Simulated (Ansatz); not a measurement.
# WC: the cost of one run

Computed with Ansatz 0.2.0 (DFT PBEsol, scalar-relativistic, plane waves, PAW, unless a step's input says otherwise).

## 1. Starting point

It takes space group P-6m2 (No. 187, hexagonal). Conventional cell: a = 2.910 Å, b = 2.910 Å, c = 2.840 Å, α = 90.00°, β = 90.00°, γ = 120.00°. W (site symmetry -6m2) has 6 C at 2.20 Å in its first shell of neighbours. C (site symmetry -6m2) has 6 W at 2.20 Å in its first shell of neighbours.

As a file:

```
CELL_PARAMETERS angstrom
2.91000 0.00000 0.00000
-1.45500 2.52013 0.00000
0.00000 0.00000 2.84000
ATOMIC_POSITIONS crystal
W 0.00000 0.00000 0.00000
C 0.33333 0.66667 0.50000
```

## 2. Relaxing cell and atoms: WC, no spin

input.yaml reads:

```yaml
crystal:
  lattice:
    - [2.91, 0.0, 0.0]
    - [-1.455, 2.52013393, 0.0]
    - [0.0, 0.0, 2.84]
  atoms:
    - { symbol: W, position: [0.0, 0.0, 0.0] }
    - { symbol: C, position: [0.3333333333, 0.6666666667, 0.5] }
scf:
  occupations: { method: gaussian, width: 0.2 }
output:
  forces: true
  stress: true
  eigenvalues: true
  write_density: true
  write_potential: true
  elf: true
  volumetric_format: npy
kpoints:
  mp_grid: { grid: [30, 30, 26] }
hamiltonian:
  xc: pbesol
relax:
  f_tol: 0.003
  max_steps: 60
  cell: { stress_tol: 0.02 }
```

The run is started by

```bash
> ansatz run input.yaml --threads 8 --pin off --max-ram 24576MiB --backend cpu --events-out ev --progress --plain --runs-dir out
```

What time and memory should one allow on 8 threads of Arm Neoverse N1, shared host?

About 72 s, with a peak of 0.8 GiB.
